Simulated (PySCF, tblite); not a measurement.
# C₄H₅BrO₂Si: geometry, infrared bands and NMR shifts

Aim: predict the infrared bands and NMR shifts of C₄H₅BrO₂Si (`O=C1OCC=C1[SiH2]Br`).

The runs use tblite 0.8.0 and PySCF 2.14.0, with density-fitted response routines of our own; the level of theory stands in each step. All values are computed, except where a source is named. Atoms count from 0, in the outputs and in this text.

**1. The molecule as given**

13 atoms, charge 0, multiplicity 1; geometry from: force field or distance geometry start.

Bonds of the start (Å): O0–C1 1.28, C1–O2 1.37, O2–C3 1.40, C3–C4 1.47, C4–C5 1.31, C5–Si6 1.85, Si6–Br7 2.26, C5–C1 1.46, C3–H8 1.12, C3–H9 1.11, C4–H10 1.10, Si6–H11 1.46, Si6–H12 1.46.

**2. Geometry optimisation with GFN2-xTB**

The job: settings as JSON, then the geometry in Å.

```
{"job": {"kind": "relax", "xc": "GFN2-xTB", "basis": "xTB"}, "charge": 0, "multiplicity": 1}
O      0.074600     2.402200     0.767600
C     -0.442800     1.293300     0.402400
O     -1.789800     1.047500     0.397400
C     -2.041700    -0.253800    -0.049600
C     -0.688100    -0.793900    -0.276500
C      0.253300     0.089600    -0.030100
Si     2.080200    -0.117600    -0.186900
Br     3.037700    -0.899200     1.700200
H     -2.613700    -0.863400     0.693200
H     -2.567100    -0.230200    -1.027300
H     -0.448000    -1.807600    -0.641400
H      2.681900     1.175200    -0.510800
H      2.459200    -1.041600    -1.256000
```

Launch:

```console
$ OMP_NUM_THREADS=1 python probes_run.py task.json out
```

The driver reads the jobs from task.json and runs them one after another.

**Question.** This job is followed by: GFN2-xTB harmonic vibrations, gas phase; GIAO PBE0/pcSseg-1 NMR shielding, non-relativistic, gas phase. Predict these results of the whole session: strongest single infrared mode (GFN2-xTB); zero-point energy (GFN2-xTB); ¹³C shifts against TMS (PBE0/pcSseg-1); ¹H shifts against TMS (PBE0/pcSseg-1, means over atoms taken as alike); ¹⁷O shifts against H2O (PBE0/pcSseg-1); ²⁹Si shifts against TMS (PBE0/pcSseg-1); ⁷⁹Br shifts against HBr (PBE0/pcSseg-1).

As calculated:

| quantity | value |
| --- | --- |
| strongest single infrared mode (GFN2-xTB) | 1786 cm⁻¹, 450 km/mol |
| zero-point energy (GFN2-xTB) | 50.3 kcal/mol |
| ¹³C shifts against TMS (PBE0/pcSseg-1) | 179.2, 174.0, 139.5, 77.7 ppm |
| ¹H shifts against TMS (PBE0/pcSseg-1, means over atoms taken as alike) | 8.04, 5.61, 5.12 ppm |
| ¹⁷O shifts against H2O (PBE0/pcSseg-1) | 412.9, 219.3 ppm |
| ²⁹Si shifts against TMS (PBE0/pcSseg-1) | -29.5 ppm |
| ⁷⁹Br shifts against HBr (PBE0/pcSseg-1) | -208 ppm |

**Reading.** Relaxing lowered the energy by 0.537 eV in 109 steps; the close pair that moved most is O0–C1, from 1.277 to 1.201 Å. No mode is imaginary among the 33: a minimum at this level. The strongest single mode, at 1786 cm⁻¹, moves mainly C1 and O0. GFN2-xTB is a fitted tight-binding method: band positions and strengths are rough. Its intensities can rank the bands wrongly. At PBE0/pcSseg-1: Shielding is most anisotropic at O0 (span 624 ppm, paramagnetic term -477 ppm). Spin-orbit coupling is left out, which matters for shieldings and couplings at and beside the heavy atoms.
